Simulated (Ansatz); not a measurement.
# CH2AlNO (SMILES O=C=[N][AlH2]) at PBE0/6-311+G(d,p)

Aim: the vertical ionisation energy of CH2AlNO at PBE0/6-311+G**, from 2 runs. 

The results are computed with Ansatz 0.2.0.

69 further runs of the same task are left out: 69 set aside as unsound or not needed. Runs told in other sessions of the task aren't counted.

## Step 1: The system as given

CH2AlNO: 6 atoms, total charge 0, spin state singlet. As SMILES, `O=C=[N][AlH2]`. Geometry: relaxed at PBE0-D4/def2-TZVP.

Bond lengths: O1–C2 1.166 Å, C2–N3 1.196 Å, N3–Al4 1.770 Å, Al4–H5 1.575 Å, Al4–H6 1.575 Å. Angles: O1–C2–N3 180.0°, C2–N3–Al4 179.7°, N3–Al4–H5 117.5°, N3–Al4–H6 117.5°, H5–Al4–H6 125.0°.

## Step 2: A single-point energy at PBE0/6-311+G(d,p)

Contents of in.yaml:

```yaml
crystal:
  periodic: [false, false, false]
  atoms:
    - symbol: O
      position_ang: [1.702300, -2.146700, 0.966300]
    - symbol: C
      position_ang: [1.019700, -1.287700, 0.572500]
    - symbol: "N"
      position_ang: [0.319600, -0.406900, 0.168300]
    - symbol: Al
      position_ang: [-0.716100, 0.900800, -0.422500]
    - symbol: H
      position_ang: [-1.263800, 0.785800, -1.894800]
    - symbol: H
      position_ang: [-1.019700, 2.090500, 0.564100]
basis:
  gaussian:
    orbitals: 6-311+G_st__st_-spherical.json
hamiltonian:
  xc: {name: PBE0}
accuracy: high
output:
  orbitals: {seedname: orbitals}
```

The basis set 6-311+G** is read from a file made from the Basis Set Exchange's data (not shown).

Command:

```
$ ansatz run in.yaml --threads 1 --pin off --max-ram 2610MiB --events-out events.jsonl --progress --plain --runs-dir runs
```

Standard output:

```text
Warning: RAYON_NUM_THREADS=1 ignored (pool sized by the plan → 1); use --threads N
Functional definition: PBE0
  name "PBE0"
  parameter a = 0.25
  parameter kappa = 0.804
  parameter beta = 0.06672455060314922
  exchange = (1 - a)*pbe_x(kappa = kappa, mu = beta*pi^2/3) + a*exact_x
  correlation = pbe_c(beta = beta)
1785 factors; integrals over basis functions are off by at most 4.2e-9 eV
mean field evaluation 1: about -11191.0486 eV, gradient 6.0e1 eV
mean field evaluation 2: about -11184.6288 eV, gradient 7.9e1 eV
mean field evaluation 4: about -11197.2289 eV, gradient 8.2e0 eV
mean field evaluation 8: about -11197.5189 eV, gradient 9.9e-1 eV
mean field evaluation 16: about -11197.5209 eV, gradient 2.1e-5 eV
mean field -11197.52086241 eV, -411.5013017414 hartree, gradient 5.7e-8 eV, S^2 0.000000; 0 other end points of the search recorded, 0 dependent functions left out
reference -11197.52086728 eV, -411.5013019204 hartree; 18, 18 occupied and 90, 90 virtual orbitals, 1785 factors
Total energy: -11197.52086728 eV, -411.5013019204 hartree
```

Run time: 6 s. Hardware: 1 thread of Arm Neoverse V2, shared host; peak memory 0.3 GiB.

## Step 3: The doublet cation

Contents of job.yaml:

```yaml
crystal:
  periodic: [false, false, false]
  atoms:
    - {symbol: O, position_ang: [1.702300, -2.146700, 0.966300]}
    - {symbol: C, position_ang: [1.019700, -1.287700, 0.572500]}
    - {symbol: "N", position_ang: [0.319600, -0.406900, 0.168300]}
    - {symbol: Al, position_ang: [-0.716100, 0.900800, -0.422500]}
    - {symbol: H, position_ang: [-1.263800, 0.785800, -1.894800]}
    - {symbol: H, position_ang: [-1.019700, 2.090500, 0.564100]}
basis:
  gaussian:
    orbitals: 6-311+G_st__st_-spherical.json
magnetization:
  spin_polarized: true
  initial_magnetization: 1
hamiltonian:
  xc: pbe0
total_charge: 1
accuracy: high
output: {orbitals: {seedname: orbitals}}
```

The basis set 6-311+G** is read from a file made from the Basis Set Exchange's data (not shown).

Command:

```
$ ansatz run job.yaml --threads 1 --pin off --max-ram 2610MiB --events-out events.jsonl --progress --plain --runs-dir runs
```

Standard output:

```text
Warning: RAYON_NUM_THREADS=1 ignored (pool sized by the plan → 1); use --threads N
Functional definition: PBE0
  name "PBE0"
  parameter a = 0.25
  parameter kappa = 0.804
  parameter beta = 0.06672455060314922
  exchange = (1 - a)*pbe_x(kappa = kappa, mu = beta*pi^2/3) + a*exact_x
  correlation = pbe_c(beta = beta)
1784 factors; integrals over basis functions are off by at most 4.2e-9 eV
mean field evaluation 1: about -11171.7105 eV, gradient 6.1e1 eV
mean field evaluation 2: about -11067.2557 eV, gradient 1.2e2 eV
mean field evaluation 4: about -11183.8741 eV, gradient 2.5e1 eV
mean field evaluation 8: about -11186.8656 eV, gradient 2.5e-1 eV
mean field evaluation 16: about -11187.0429 eV, gradient 1.9e-3 eV
mean field evaluation 32: about -11187.0429 eV, gradient 6.9e-8 eV
mean field -11187.04294276 eV, -411.1162452963 hartree, gradient 6.9e-8 eV, S^2 0.766973; 2 other end points of the search recorded, 0 dependent functions left out
reference -11187.04294914 eV, -411.1162455309 hartree; 18, 17 occupied and 90, 91 virtual orbitals, 1784 factors
Total energy: -11187.04294914 eV, -411.1162455309 hartree
```

Run time: 12 s. Hardware: 1 thread of Arm Neoverse V2, shared host; peak memory 0.41 GiB.

## Step 4: Summary of results

At PBE0/6-311+G**:

| quantity | value |
| --- | --- |
| singlet CH2AlNO: total energy | -411.50130 Eh |
| singlet CH2AlNO: HOMO energy | -8.37 eV |
| singlet CH2AlNO: LUMO energy | -1.79 eV |
| singlet CH2AlNO: HOMO–LUMO gap | 6.58 eV |
| doublet cation: total energy | -411.11625 Eh |
| doublet cation: HOMO energy (highest over α and β) | -14.87 eV |
| doublet cation: LUMO energy (lowest over α and β) | -12.59 eV |
| doublet cation: ⟨S²⟩ | 0.767 |
| vertical ionisation energy (to the doublet cation) | 10.478 eV |

**Reading.** Removing an electron at fixed nuclei costs 10.48 eV (1011 kJ/mol). The negative HOMO energy of the first species, 8.37 eV, lies 2.11 eV below that difference.
